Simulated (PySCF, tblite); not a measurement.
# C4H9SeSi radical: geometry, infrared bands and EPR parameters

Aim: predict the infrared bands and EPR parameters of C4H9SeSi radical (`[SeH][SiH2][C@@H]1[CH]CC1`).

Computed with tblite 0.8.0 and PySCF 2.14.0, with density-fitted response routines of our own, on a single molecule in the gas phase. Atoms count from 0, in the outputs and in this text.

## Step 1: Starting geometry

15 atoms, charge 0, multiplicity 2; geometry from: force field or distance geometry start.

Bonds of the start (Å): Se0–Si1 2.29, Si1–C2 1.85, C2–C3 1.52, C3–C4 1.52, C4–C5 1.53, C5–C2 1.53, Se0–H6 1.52, Si1–H7 1.46, Si1–H8 1.49, C2–H9 1.10, C3–H10 1.08, C4–H11 1.11, C4–H12 1.10, C5–H13 1.11, C5–H14 1.10.

## Step 2: Relaxing the molecule with GFN2-xTB

What the job is given:

```
{"job": {"kind": "relax", "xc": "GFN2-xTB", "basis": "xTB"}, "charge": 0, "multiplicity": 2}
Se     2.563000     1.047700    -0.382400
Si     1.264500    -0.826800    -0.138100
C     -0.364700    -0.437500    -0.913700
C     -0.555800     1.065400    -0.894200
C     -0.999000     0.892800     0.549100
C     -1.463900    -0.505300     0.147200
H      4.048700     0.737800    -0.303500
H      1.928600    -1.993500    -0.707600
H      1.105900    -1.066700     1.320700
H     -0.611900    -0.953700    -1.848900
H     -1.264900     1.496200    -1.592100
H     -0.113000     0.788400     1.215800
H     -1.797500     1.566000     0.904900
H     -2.477400    -0.533600    -0.306200
H     -1.267000    -1.269300     0.915700
```

On the command line:

```
$ OMP_NUM_THREADS=1 python probes_run.py task.json out
```

One launch serves the whole session: the jobs run in the order shown.

**Question.** This job is followed by: GFN2-xTB harmonic vibrations, gas phase; UKS B3LYP, def2-TZVP-core on Se, pcH-1 on C H Si, non-relativistic, mean-field spin-orbit, GIAO. Predict these results of the whole session: strongest single infrared mode (GFN2-xTB); zero-point energy (GFN2-xTB); g(iso) (B3LYP); ⟨S²⟩; largest a(iso); potential on the surface of density 0.002 e/bohr³, 1st and 99th percentile.

**Answer**, as computed:

| quantity | value |
| --- | --- |
| strongest single infrared mode (GFN2-xTB) | 1959 cm⁻¹, 596 km/mol |
| zero-point energy (GFN2-xTB) | 68.3 kcal/mol |
| g(iso) (B3LYP) | 2.00270 |
| ⟨S²⟩ | 0.754 (exact 0.75) |
| largest a(iso) | 77Se on Se0, 203.2 MHz |
| potential on the surface of density 0.002 e/bohr³, 1st and 99th percentile | -0.84 V and 1.11 V |

In words: Relaxing lowered the energy by 0.799 eV in 110 steps; the close pair that moved most is Si1–C2, from 1.846 to 1.923 Å. All 39 modes are real, so the xTB geometry is a minimum. The strongest single mode, at 1959 cm⁻¹, moves mainly H6. GFN2-xTB is a fitted tight-binding method: band positions and strengths are rough. Its intensities can rank the bands wrongly. C3 carries the largest spin population, 0.93 e. The isotropic g lies 0.4 ppt above the free-electron value. The hyperfine terms hold no scalar relativity, which the heavier nuclei need. These values are for one conformer; the search (at its own cheap level) found 2 more, at 0.42, 0.62 kcal/mol, and measured spectra average over such forms.
